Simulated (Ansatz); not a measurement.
**C₆H₁₆Cl₂HfN₂: a ladder of functionals and wavefunction methods**

One table from this session's results is given with a row withheld; the runs are named, their logs left out.

Program: Ansatz 0.2.0, Gaussian basis. Level of theory: functionals in def2-TZVPP, the program's frozen cores in correlated methods. These are calculated values, not measurements.

Plan: LDA (SPW92), PBE-D4, revPBE-D4, BLYP-D4, r2SCAN-D4, B97M-V, PBE0-D4, B3LYP-D4, r2SCANh-D4, r2SCAN0-D4, HSE06-D4, BHLYP-D4, CAM-B3LYP-D4, LC-ωPBE, ωB97X-V, ωB97M-V, B2PLYP, PBE-QIDH; CCSD(T)/def2-SVP; CCSD(T)/def2-TZVPP; MP2/def2-QZVPP; extrapolation to the limit; RPA on PBE.

### The relaxed structure

The geometry comes from an earlier relaxation with PBE0-D4 in a triple-zeta def2 set; it is a stationary point, not always the lowest conformer. Hf takes the def2 core potential; no spin-orbit term is included.

SMILES `CC(C)[NH][Hf]([Cl])([Cl])[NH]C(C)C`, 27 atoms, charge 0, spin multiplicity 1.

Atoms are counted from 1 here; the program's logs count them from 0.

Bond lengths: C1–C2 1.516 Å, C1–H12 1.093 Å, C1–H13 1.093 Å, C1–H14 1.092 Å, C2–C3 1.522 Å, C2–N4 1.456 Å, C2–H15 1.100 Å, C3–H16 1.093 Å, C3–H17 1.093 Å, C3–H18 1.093 Å, N4–Hf5 2.013 Å, N4–H19 1.019 Å, Hf5–Cl6 2.373 Å, Hf5–Cl7 2.365 Å, Hf5–N8 2.010 Å, N8–C9 1.455 Å, N8–H20 1.016 Å, C9–C10 1.518 Å and more. Angles: C2–C1–H12 110.9°, C2–C1–H13 111.2°, C2–C1–H14 110.2°, H12–C1–H13 108.1°, H12–C1–H14 108.2°, H13–C1–H14 108.1°, C1–C2–C3 111.2°, C1–C2–N4 110.9°, C1–C2–H15 107.4°, C3–C2–N4 111.1°, C3–C2–H15 107.8°, N4–C2–H15 108.2°, C2–C3–H16 111.1°, C2–C3–H17 110.4°, C2–C3–H18 111.0°, H16–C3–H17 107.9°, H16–C3–H18 107.9°, H17–C3–H18 108.4° and more.

The first run:

Input file in.yaml:

```yaml
crystal:
  periodic: [false, false, false]
  atoms:
    - {symbol: C, position_ang: [-1.131402, -2.006220, -0.077062]}
    - {symbol: C, position_ang: [-2.285168, -1.053959, 0.169689]}
    - {symbol: C, position_ang: [-2.537259, -0.868685, 1.659621]}
    - {symbol: N, position_ang: [-2.052541, 0.224519, -0.486155]}
    - {symbol: Hf, position_ang: [-0.655334, 1.218747, -1.539487]}
    - {symbol: Cl, position_ang: [-0.781245, 3.487115, -0.854596]}
    - {symbol: Cl, position_ang: [-1.085751, 0.946100, -3.849318]}
    - {symbol: N, position_ang: [1.132385, 0.349225, -1.239969]}
    - {symbol: C, position_ang: [2.029707, 0.270240, -0.097798]}
    - {symbol: C, position_ang: [1.449085, 1.054219, 1.065692]}
    - {symbol: C, position_ang: [3.423058, 0.764667, -0.453621]}
    - {symbol: H, position_ang: [-0.206874, -1.621276, 0.360141]}
    - {symbol: H, position_ang: [-0.964338, -2.154859, -1.146449]}
    - {symbol: H, position_ang: [-1.341706, -2.978729, 0.372639]}
    - {symbol: H, position_ang: [-3.185899, -1.506161, -0.270524]}
    - {symbol: H, position_ang: [-3.373937, -0.187834, 1.835733]}
    - {symbol: H, position_ang: [-1.653313, -0.447740, 2.146352]}
    - {symbol: H, position_ang: [-2.773368, -1.822550, 2.138444]}
    - {symbol: H, position_ang: [-2.877889, 0.811231, -0.369612]}
    - {symbol: H, position_ang: [1.522567, -0.139287, -2.040636]}
    - {symbol: H, position_ang: [2.111929, -0.782862, 0.212866]}
    - {symbol: H, position_ang: [0.444935, 0.701436, 1.321980]}
    - {symbol: H, position_ang: [2.072944, 0.948406, 1.955001]}
    - {symbol: H, position_ang: [1.388203, 2.119464, 0.823370]}
    - {symbol: H, position_ang: [3.387486, 1.817259, -0.746128]}
    - {symbol: H, position_ang: [3.841557, 0.194413, -1.287037]}
    - {symbol: H, position_ang: [4.102145, 0.663111, 0.396855]}
basis:
  gaussian: {orbitals: def2-TZVPP}
hamiltonian: {xc: lda}
output: {orbitals: {seedname: orbitals}}
```

Run with:

```bash
ansatz run in.yaml --threads 11 --pin off --events-out ev --progress --plain --max-ram 174080MiB --backend cuda --devices 0, --max-vram 75GiB
```

Steps of the session up to this table: LDA; PBE-D4 (GGA); revPBE-D4 (GGA); BLYP-D4 (GGA); r2SCAN-D4 (meta-GGA); B97M-V (meta-GGA); B3LYP-D4 (hybrid); r2SCANh-D4 (hybrid); r2SCAN0-D4 (hybrid); HSE06-D4 (hybrid); BHLYP-D4 (hybrid); CAM-B3LYP-D4 (range-separated); LC-ωPBE (range-separated); ωB97X-V (range-separated); ωB97M-V (range-separated); B2PLYP (double hybrid); PBE-QIDH (double hybrid).

One table of the session follows, with a row left open; its other results are not shown here.

It belongs to the step «Orbital energies across the functionals». 

```
  functional  HOMO (eV)  gap (eV)
 LDA (SPW92)      -5.86      3.82
      PBE-D4      -5.68      3.92
   revPBE-D4      -5.61      3.96
     BLYP-D4      -5.55      3.93
   r2SCAN-D4      -5.94      4.40
      B97M-V      -6.05      4.50
     PBE0-D4      -6.97      6.09
    B3LYP-D4      -6.74      5.66
  r2SCANh-D4      -6.42      5.20
  r2SCAN0-D4      -7.15      6.42
    HSE06-D4      -6.57      5.32
    BHLYP-D4      -8.17      8.32
CAM-B3LYP-D4          ?         ?
     LC-ωPBE      -9.68     11.10
     ωB97X-V      -9.34     10.62
     ωB97M-V      -9.24     10.31
```

Estimate the missing values for CAM-B3LYP-D4.

**Answer.** HOMO (eV): -8.33; gap (eV): 8.56. In the column «HOMO (eV)» it lies between ωB97M-V (-9.24) and BHLYP-D4 (-8.17).
